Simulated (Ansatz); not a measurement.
**Li (bcc type): how the settings move a single-point run**

How sensitive is a single-point run of Li (bcc type) to its settings? A reference run comes first, then one run with altered input.

Program: Ansatz 0.2.0. Level of theory: reference: DFT, PBEsol, all-electron LAPW, scalar-relativistic. These are calculated values, not measurements.

### 1 The structure to begin with

The structure is cubic, space group Im-3m (No. 229). The conventional cell has a = 3.132 Å, b = 3.132 Å, c = 3.132 Å, α = 90.00°, β = 90.00°, γ = 90.00°. Li (site symmetry m-3m) has 8 Li at 2.71 Å as nearest neighbours.

Structure file:

```
Li
1.0
    -1.56592    1.56592    1.56592
     1.56592   -1.56592    1.56592
     1.56592    1.56592   -1.56592
Li
1
Direct
  0.00000 0.00000 0.00000
```

### 2 Reference

input.yaml reads:

```yaml
crystal:
  lattice:
    - [-1.5659214382, 1.5659214382, 1.5659214382]
    - [1.5659214382, -1.5659214382, 1.5659214382]
    - [1.5659214382, 1.5659214382, -1.5659214382]
  atoms:
    - { symbol: Li, position: [0.0, 0.0, 0.0] }
kpoints:
  mp_grid: { grid: [16, 16, 16] }
  band_path:
    path:
      - [0.0, 0.0, 0.0]
      - [0.5, -0.5, 0.5]
      - [0.0, 0.0, 0.5]
      - [0.0, 0.0, 0.0]
      - [0.25, 0.25, 0.25]
      - [0.5, -0.5, 0.5]
      - [0.25, 0.25, 0.25]
      - [0.0, 0.0, 0.5]
    npoints: 8
scf:
  occupations: { method: fermi_dirac, width: 0.08 }
hamiltonian:
  xc: pbesol
  pseudopotentials: { kind: all_electron, lapw: { basis_error: 0.001 } }
output:
  forces: true
  stress: true
  eigenvalues: true
  populations: true
  dos: { projected: true, de: 0.2, e_range: [-14, 8] }
```

Run with:

```sh
> ansatz run input.yaml --threads 1 --pin off --max-ram 2048MiB --backend cpu --events-out ev --progress --plain --runs-dir out
```

### 3 Changed: dispersion d3bjatm

Changes to input.yaml since step 2:

```diff
@@ -25,2 +25,3 @@
   pseudopotentials: { kind: all_electron, lapw: { basis_error: 0.001 } }
+  dispersion: d3bjatm
 output:
@@ -30,2 +31 @@
   populations: true
-  dos: { projected: true, de: 0.2, e_range: [-14, 8] }
```

Before running it: what results should come out? Wanted: for each run, ending; energy change; pressure; gap; force.

The runs gave:

```csv
run,ending,energy change,pressure (GPa),gap (eV),force (eV/Å),cycles,time
reference,converged,0,6.0,0.00,0.00,4,3.5 s
1: dispersion d3bjatm,converged,-186.8 meV/atom (offset of the dispersion model),4.1,0.00,0.00,4,3.9 s
```

Times don't compare one to one where runs were asked for different outputs or read a saved state (see the inputs); cycles may leave out searches for a lower state.

Residual by cycle in the longest SCF loop of each run; runs are numbered as in the table. The quantity is the density residual dr2, in eV.

```csv
cycle,reference,run 1
1,8.5e-4,8.5e-4
2,2.0e-4,2.0e-4
3,2.7e-7,2.7e-7
4,5.7e-11,5.7e-11
```

The energy moves by -186.8 meV/atom, nearly all of it the dispersion term itself (-186.8 meV/atom); that offset belongs to the model and is no gain or loss of stability; the pressure goes from 6.0 to 4.1 GPa.
